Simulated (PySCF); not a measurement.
# C₇H₇BO: electronic excitations

Wanted: the electronic excitations of C₇H₇BO (`Bc1cc2c(o1)C=CC2`), by calculation.

The runs use PySCF 2.14.0, with density-fitted response routines of our own; the level of theory stands in each step. All values are computed, except where a source is named. Atoms are numbered from 0 throughout.

**1. The molecule as given**

16 atoms, charge 0, multiplicity 1; geometry from: GFN2-xTB.

Bonds of the start (Å): B0–C1 1.51, C1–C2 1.40, C2–C3 1.39, C3–C4 1.39, C4–O5 1.32, C4–C6 1.43, C6–C7 1.35, C7–C8 1.51, O5–C1 1.38, C8–C3 1.49, B0–H9 1.17, B0–H10 1.17, C2–H11 1.07, C6–H12 1.07, C7–H13 1.08, C8–H14 1.09, C8–H15 1.09.

**2. Ultraviolet spectrum: CAM-B3LYP/def2-SVPD**

What the job is given:

```
{"job": {"kind": "uv", "xc": "CAM-B3LYP", "basis": "def2-SVPD", "nstates": 8, "ntriplets": 3}, "charge": 0, "multiplicity": 1}
B      3.281039     0.218381    -0.124149
C      1.771360     0.108133    -0.069904
C      0.940407    -1.005800    -0.233223
C     -0.367769    -0.557443    -0.085405
C     -0.269334     0.808625     0.161271
O      0.988483     1.217971     0.173789
C     -1.571803     1.382943     0.331481
C     -2.467908     0.387220     0.194176
C     -1.806781    -0.938200    -0.082601
H      3.796807     1.252734     0.041637
H      3.905950    -0.746109    -0.333572
H      1.285556    -2.000240    -0.434409
H     -1.775278     2.418239     0.530941
H     -3.536218     0.484933     0.265884
H     -2.047378    -1.670292     0.690740
H     -2.134730    -1.352150    -1.038069
```

With the program's defaults for keys left out, this is: TDDFT CAM-B3LYP/def2-SVPD, vertical, gas phase, core orbitals frozen in the response.

Launch:

```sh
OMP_NUM_THREADS=1 python probes_run.py task.json out
```

The driver reads the jobs from task.json and runs them one after another.

What will the session give for the following? lowest singlet (CAM-B3LYP/def2-SVPD); lowest triplet. Wanted: lowest singlet; lowest triplet.

**Answer**, as computed:

| quantity | value |
| --- | --- |
| lowest singlet (CAM-B3LYP/def2-SVPD) | 4.15 eV (299 nm), f = 0.549 |
| lowest triplet | 2.45 eV |

**Reading.** The first singlet state (HOMO→LUMO 0.96) lies at 4.15 eV and is bright. The lowest triplet lies 1.71 eV below the lowest singlet (triplets in Tamm-Dancoff, singlets in full TDDFT).
